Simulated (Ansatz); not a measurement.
**C₃H₆O₂Si: a ladder of functionals and wavefunction methods**

The task here is to estimate one member of a computed series from the others.

The runs use Ansatz 0.2.0, Gaussian basis; functionals in def2-TZVPP, the program's frozen cores in correlated methods.

Levels to be run: PBE-D4, r2SCAN-D4, PBE0-D4, B3LYP-D4, ωB97X-V, ωB97M-V, B2PLYP; CCSD(T)/def2-TZVPP; MP2/def2-QZVPP; extrapolation to the limit.

## The relaxed structure

An earlier PBE0-D4 in a triple-zeta def2 set relaxation fixed the geometry.

12 atoms, charge 0, spin multiplicity 1.

Atoms are counted from 1 here; the program's logs count them from 0.

Bond lengths: C1–Si2 1.847 Å, C1–H7 1.092 Å, C1–H8 1.092 Å, C1–H9 1.093 Å, Si2–O3 1.731 Å, Si2–H10 1.479 Å, Si2–H11 1.482 Å, O3–C4 1.290 Å, C4–C5 1.466 Å, C5–O6 1.209 Å, C5–H12 1.115 Å. Angles: Si2–C1–H7 110.9°, Si2–C1–H8 110.2°, Si2–C1–H9 110.0°, H7–C1–H8 108.7°, H7–C1–H9 108.2°, H8–C1–H9 108.7°, C1–Si2–O3 108.9°, C1–Si2–H10 114.0°, C1–Si2–H11 112.9°, O3–Si2–H10 106.8°, O3–Si2–H11 102.6°, H10–Si2–H11 110.8°, Si2–O3–C4 112.9°, O3–C4–C5 115.1°, C4–C5–O6 122.0°, C4–C5–H12 114.7°, O6–C5–H12 122.5°.

Set-up of the first run:

in.yaml reads:

```yaml
crystal:
  periodic: [false, false, false]
  atoms:
    - {symbol: C, position_ang: [1.237021, -1.263711, -0.858319]}
    - {symbol: Si, position_ang: [1.296302, 0.381646, -0.021275]}
    - {symbol: O, position_ang: [-0.164735, 0.604711, 0.879174]}
    - {symbol: C, position_ang: [-1.210130, 0.686682, 0.127754]}
    - {symbol: C, position_ang: [-2.486095, 0.772436, 0.845216]}
    - {symbol: O, position_ang: [-3.099665, -0.213436, 1.182927]}
    - {symbol: H, position_ang: [1.100181, -2.066090, -0.130070]}
    - {symbol: H, position_ang: [0.412063, -1.293794, -1.572525]}
    - {symbol: H, position_ang: [2.171951, -1.444690, -1.395498]}
    - {symbol: H, position_ang: [1.402577, 1.525329, -0.952399]}
    - {symbol: H, position_ang: [2.339235, 0.458363, 1.028585]}
    - {symbol: H, position_ang: [-2.921706, 1.797453, 0.900431]}
basis:
  gaussian: {orbitals: def2-TZVPP}
hamiltonian: {xc: pbe, dispersion: d4}
output: {forces: true, orbitals: {seedname: orbitals}}
```

On the command line:

```bash
$ ansatz run in.yaml --threads 4 --pin off --events-out ev --progress --plain --max-ram 10444MiB
```

Among the steps run: PBE-D4 (GGA); r2SCAN-D4 (meta-GGA); PBE0-D4 (hybrid); B3LYP-D4 (hybrid); ωB97X-V (range-separated); ωB97M-V (range-separated); B2PLYP (double hybrid); CCSD(T) in def2-TZVPP; MP2 in def2-QZVPP.

One of the session's tables, all rows but one given; the rest of the session is left out.

| method | atomisation energy (kJ/mol) |
| --- | --- |
| PBE-D4 | 4806.0 |
| r2SCAN-D4 | 4692.0 |
| PBE0-D4 | ? |
| B3LYP-D4 | 4675.8 |
| ωB97X-V | 4691.7 |
| ωB97M-V | 4696.2 |
| B2PLYP | 4628.1 |
| HF/def2-TZVPP | 3304.4 |
| MP2/def2-TZVPP | 4637.5 |
| CCSD/def2-TZVPP | 4456.0 |
| CCSD(T)/def2-TZVPP | 4541.1 |
| MP2/CBS | 4768.0 |
| CCSD(T)/CBS | 4671.5 |

**Question.** Estimate the row for PBE0-D4.

As computed: atomisation energy (kJ/mol): 4678.1. In the column «atomisation energy (kJ/mol)» it lies between B3LYP-D4 (4675.8) and ωB97X-V (4691.7).
